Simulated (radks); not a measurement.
# K⁻ held by a Watson sphere

Aim: the size and levels of K⁻ inside a shell of charge +1 and radius R, which stands for the Madelung well of a crystal, for several R.

The numbers are computed with radks (a radial shooting solver on a logarithmic mesh, Libxc functionals) version 1 (scalar-relativistic Kohn-Sham, LDA (Slater exchange, Perdew-Wang correlation), spin-polarised, spherical densities, finite nucleus), except any that are marked as measured or tabulated.

### Step 1. Starting point

```
element            : potassium (Z = 19)
charge             : -1
electrons          : 20
configuration      : [Ar] 4s2
nuclear rms radius : 3.4349 fm
```

Outer shells as boxes (Hund's rule):

K⁻
```
[Ar] core
4s [↑↓]
```

### Step 2. R = 2.48 bohr

The run's settings:

```text
Z 19
configuration [Ar] 4s2
relativity scalar-relativistic
functional lda,pw
spin polarised
nucleus finite rms 3.4349 fm
c 137.035999084
watson charge 1 radius 2.48 bohr
response adiabatic LDA kernel
```

### Step 3. R = 2.52 bohr

Changes since step 2:

```diff
@@ -7,3 +7,3 @@
 c 137.035999084
-watson charge 1 radius 2.48 bohr
+watson charge 1 radius 2.52 bohr
 response adiabatic LDA kernel
```

### Step 4. R = 3.01 bohr

Changes since step 3:

```diff
@@ -7,3 +7,3 @@
 c 137.035999084
-watson charge 1 radius 2.52 bohr
+watson charge 1 radius 3.01 bohr
 response adiabatic LDA kernel
```

### Step 5. R = 4.39 bohr

Changes since step 4:

```diff
@@ -7,3 +7,3 @@
 c 137.035999084
-watson charge 1 radius 3.01 bohr
+watson charge 1 radius 4.39 bohr
 response adiabatic LDA kernel
```

### Step 6. R = 5.26 bohr

Changes since step 5:

```diff
@@ -7,3 +7,3 @@
 c 137.035999084
-watson charge 1 radius 4.39 bohr
+watson charge 1 radius 5.26 bohr
 response adiabatic LDA kernel
```

**Question.** What will these runs give? Wanted: for each run, R; highest level; its <r>; sum of <r²>; α.

As calculated:

```
R (bohr)  highest level (eV)  its <r> (bohr)  sum of <r²> (bohr²)  α (bohr³)
    2.48              -3.693           4.186                60.05      170.6
    2.52              -3.689           4.192                60.19      171.3
    3.01              -3.608           4.298                62.30      185.4
    4.39              -3.217           4.732                71.02      262.0
    5.26              -2.940           5.017                77.39      330.4
```

In words: From R = 2.48 to 5.26 bohr the top level moves from -3.693 to -2.940 eV and its mean radius from 4.19 to 5.02 bohr. A wider sphere makes a shallower well, so the ion swells. The polarisability goes from 171 to 330 bohr³. Response by self-consistent Sternheimer equations with the Hartree and adiabatic LDA kernel, the relativistic mass of each level held fixed and spin-orbit coupling left out. The sphere does not respond.
